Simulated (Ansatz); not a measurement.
**BeBH3 (singlet): the correlation ladder at distance B1–Be2 = 2.241 Å, cc-pVDZ**

One table from this session's results is given with a row withheld; the runs are named, their logs left out.

Method: cc-pVDZ, core rule «outside noble gas», up to 2 orbitals frozen; program: Ansatz 0.2.0, Gaussian basis.

To be run: UHF; CCSD(T) on RHF; BCCD(T) on RHF; CISD; CCSDT(Q) on RHF; CASSCF and MRCISD+Q, 2 electrons in 2 orbitals; CASSCF and NEVPT2, 2 electrons in 2 orbitals.

18 further runs of the same task are left out: 4 for a mislabelled method, 10 that didn't finish, 4 set aside as unsound or not needed.

## The geometry

The geometry derives from a PBE0/def2-TZVP stationary point (not a proven minimum). One bond is set to the value named and the two fragments are kept rigid.

5 atoms, charge 0, spin multiplicity 1.

Atoms are counted from 1 here; the program's logs count them from 0.

Bond lengths: B1–H3 1.202 Å, B1–H4 1.202 Å, Be2–H5 1.341 Å. Angles: H3–B1–H4 113.2°.

Set-up of the first run:

The input, in.yaml:

```yaml
crystal:
  periodic: [false, false, false]
  atoms:
    - {symbol: B, position_ang: [0.000000, 0.000000, 0.983619]}
    - {symbol: Be, position_ang: [0.000000, 0.000000, -1.257381]}
    - {symbol: H, position_ang: [0.000000, 1.003181, 1.645475]}
    - {symbol: H, position_ang: [0.000000, -1.003180, 1.645475]}
    - {symbol: H, position_ang: [0.000000, 0.000000, -2.598610]}
basis:
  gaussian: {orbitals: cc-pVDZ}
magnetization: {spin_polarized: true, initial_magnetization: 0}
hamiltonian: {xc: hf}
output: {orbitals: {seedname: orbitals}}
```

Run with:

```console
ansatz run in.yaml --threads 1 --pin off --events-out ev --progress --plain --max-ram 2393MiB
```

Among the steps run: UHF; CCSD(T) on RHF; BCCD(T) on RHF; CISD; CCSDT(Q) on RHF; CASSCF and MRCISD+Q, 2 electrons in 2 orbitals; CASSCF and NEVPT2, 2 electrons in 2 orbitals.

One of the session's tables, all rows but one given; the rest of the session is left out.

```
       method  from RCCSDT(Q) (meV)
          RHF               +4327.3
         RMP2                     ?
         CISD                +339.0
        RCCSD                +100.2
     RCCSD(T)                 +22.6
      BCCD(T)                 +22.4
       RCCSDT                  +3.0
    RCCSDT(Q)                     0
  CASSCF pair               +3932.4
  NEVPT2 pair               +1015.2
  MRCISD pair                +281.5
MRCISD+Q pair                  -6.0
```

**Question.** Estimate the row for RMP2.

The run gave: from RCCSDT(Q) (meV): +1010.3. In the column «from RCCSDT(Q) (meV)» it lies between CISD (+339.0) and NEVPT2 pair (+1015.2).
